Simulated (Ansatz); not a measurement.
# CH₆O₃Sn: a ladder of functionals and wavefunction methods

The task here is to estimate one member of a computed series from the others.

The runs use Ansatz 0.2.0, Gaussian basis; functionals in def2-TZVPP, the program's frozen cores in correlated methods.

Plan: LDA (SPW92), PBE-D4, revPBE-D4, BLYP-D4, r2SCAN-D4, B97M-V, PBE0-D4, B3LYP-D4, r2SCANh-D4, r2SCAN0-D4, HSE06-D4, BHLYP-D4, CAM-B3LYP-D4, LC-ωPBE, ωB97X-V, ωB97M-V, B2PLYP, PBE-QIDH; CCSD(T)/def2-SVP; CCSD(T)/def2-TZVPP; MP2/def2-QZVPP; extrapolation to the limit; RPA on PBE.

**The geometry**

An earlier PBE0-D4 in a triple-zeta def2 set relaxation fixed the geometry. Sn takes the def2 core potential; no spin-orbit term is included.

SMILES `C[O][SnH]([OH])[OH]`, 11 atoms, charge 0, spin multiplicity 1.

Atoms are counted from 1 here; the program's logs count them from 0.

Bond lengths: C1–O2 1.410 Å, C1–H6 1.098 Å, C1–H7 1.097 Å, C1–H8 1.093 Å, O2–Sn3 1.952 Å, Sn3–O4 1.958 Å, Sn3–O5 1.948 Å, Sn3–H9 1.690 Å, O4–H10 0.960 Å, O5–H11 0.961 Å. Angles: O2–C1–H6 112.3°, O2–C1–H7 112.3°, O2–C1–H8 108.0°, H6–C1–H7 108.2°, H6–C1–H8 107.9°, H7–C1–H8 108.1°, C1–O2–Sn3 120.6°, O2–Sn3–O4 107.7°, O2–Sn3–O5 110.0°, O2–Sn3–H9 108.0°, O4–Sn3–O5 102.6°, O4–Sn3–H9 116.0°, O5–Sn3–H9 112.2°, Sn3–O4–H10 113.3°, Sn3–O5–H11 111.5°.

Coordinates:

```xyz
11
CH6O3Sn
C     0.0200    1.5794   -0.7699
O     0.8638    0.4528   -0.8466
Sn    0.6090   -1.0648    0.3544
O    -1.0643   -1.9492   -0.1484
O     0.2314   -0.4313    2.1576
H    -1.0155    1.3432   -1.0481
H     0.0118    2.0253    0.2319
H     0.3936    2.3295   -1.4722
H     2.0012   -2.0206    0.2908
H    -1.2761   -1.8582   -1.0807
H    -0.7095   -0.4632    2.3517
```

The first run:

Contents of in.yaml:

```yaml
crystal:
  periodic: [false, false, false]
  atoms:
    - {symbol: C, position_ang: [0.020005, 1.579361, -0.769856]}
    - {symbol: O, position_ang: [0.863769, 0.452807, -0.846596]}
    - {symbol: Sn, position_ang: [0.608964, -1.064843, 0.354415]}
    - {symbol: O, position_ang: [-1.064266, -1.949195, -0.148350]}
    - {symbol: O, position_ang: [0.231438, -0.431302, 2.157609]}
    - {symbol: H, position_ang: [-1.015458, 1.343197, -1.048066]}
    - {symbol: H, position_ang: [0.011790, 2.025350, 0.231858]}
    - {symbol: H, position_ang: [0.393624, 2.329486, -1.472199]}
    - {symbol: H, position_ang: [2.001221, -2.020632, 0.290789]}
    - {symbol: H, position_ang: [-1.276147, -1.858179, -1.080747]}
    - {symbol: H, position_ang: [-0.709540, -0.463150, 2.351744]}
basis:
  gaussian: {orbitals: def2-TZVPP}
hamiltonian: {xc: lda}
output: {orbitals: {seedname: orbitals}}
```

Steps of the session up to this table: LDA; PBE-D4 (GGA); revPBE-D4 (GGA); BLYP-D4 (GGA); r2SCAN-D4 (meta-GGA); B97M-V (meta-GGA); PBE0-D4 (hybrid); B3LYP-D4 (hybrid); r2SCANh-D4 (hybrid); r2SCAN0-D4 (hybrid); HSE06-D4 (hybrid); BHLYP-D4 (hybrid); CAM-B3LYP-D4 (range-separated); LC-ωPBE-D4 (range-separated; the results give it without D4); ωB97X-V (range-separated); ωB97M-V (range-separated); B2PLYP (double hybrid); PBE-QIDH (double hybrid).

One table of the session follows, with a row left open; its other results are not shown here.

It belongs to the step «Orbital energies across the functionals». 

```
  functional  HOMO (eV)  gap (eV)
 LDA (SPW92)      -6.49      4.38
      PBE-D4      -6.34      4.50
   revPBE-D4      -6.28      4.56
     BLYP-D4      -6.26      4.43
   r2SCAN-D4      -6.67      5.16
      B97M-V          ?         ?
     PBE0-D4      -7.94      7.09
    B3LYP-D4      -7.71      6.49
  r2SCANh-D4      -7.28      6.11
  r2SCAN0-D4      -8.19      7.53
    HSE06-D4      -7.53      6.31
    BHLYP-D4      -9.52      9.57
CAM-B3LYP-D4      -9.43      9.53
     LC-ωPBE     -10.77     12.23
     ωB97X-V     -10.44     11.70
     ωB97M-V     -10.37     11.39
```

Q: Estimate the row for B97M-V from the others.

The run gave: HOMO (eV): -6.80; gap (eV): 5.17. In the column «HOMO (eV)» it lies between r2SCANh-D4 (-7.28) and r2SCAN-D4 (-6.67).
